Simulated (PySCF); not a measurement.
# CrF: bond curves at several levels of theory

The task here is to estimate one member of a computed series from the others.

The runs use PySCF 2.14.0; Cr def2-TZVPP, F def2-TZVPP, no relativity.

The first run:

Settings of the job:

```yaml
atoms: Cr, F
charge: 0
basis: Cr def2-TZVPP, F def2-TZVPP
Hamiltonian: no relativity
basis_functions: 95
electrons_treated: 33
masses_in_u: 51.9405, 18.9984
levels: PBE0, PBE, r²SCAN, LDA, BP86, TPSS, TPSSh, HSE06, HF, MP2, SCS-MP2
grid: 80 radial by 434 angular points
occupations: held fixed by the projection of orbital angular momentum
dissociation_limit: Cr + F, each in its ground configuration
starting_distance_in_angstrom: 1.780
values_of_2S_to_try: 1, 3, 5, 7, 9
```

Started as:

```console
$ OMP_NUM_THREADS=1 python dia.py task.json out
```

Among the steps run: Input; PBE0 along the bond; Excited determinants; PBE; r²SCAN (meta-GGA); LDA (local density); BP86 (GGA); TPSS; TPSSh; HSE06 (range-separated hybrid); UHF (mean field).

One of the session's tables, all rows but one given; the rest of the session is left out.

It belongs to the step «Constants by level of theory». 

| level | Re (Å) | ωe (cm⁻¹) | De (eV) | μ (D) |
| --- | --- | --- | --- | --- |
| UHF | 1.810 | 676 | 3.30 | -3.37 |
| UHF-MP2 | 1.764 | 705 | 4.36 | n/a |
| UHF-SCS-MP2 | 1.779 | 689 | 4.76 | n/a |
| LDA | 1.750 | 688 | 5.92 | -3.55 |
| PBE | 1.786 | 643 | 5.15 | -3.67 |
| BP86 | ? | ? | ? | ? |
| TPSS | 1.782 | 655 | 5.08 | -3.73 |
| r²SCAN | 1.777 | 664 | 4.93 | -3.76 |
| TPSSh | 1.783 | 656 | 4.90 | -3.97 |
| PBE0 | 1.784 | 650 | 4.70 | -4.22 |
| HSE06 | 1.784 | 653 | 4.70 | -4.19 |

**Question.** Estimate the row for BP86.

The run gave: Re (Å): 1.783; ωe (cm⁻¹): 648; De (eV): 5.16; μ (D): -3.65.

De is counted to Cr + F in their ground configurations.
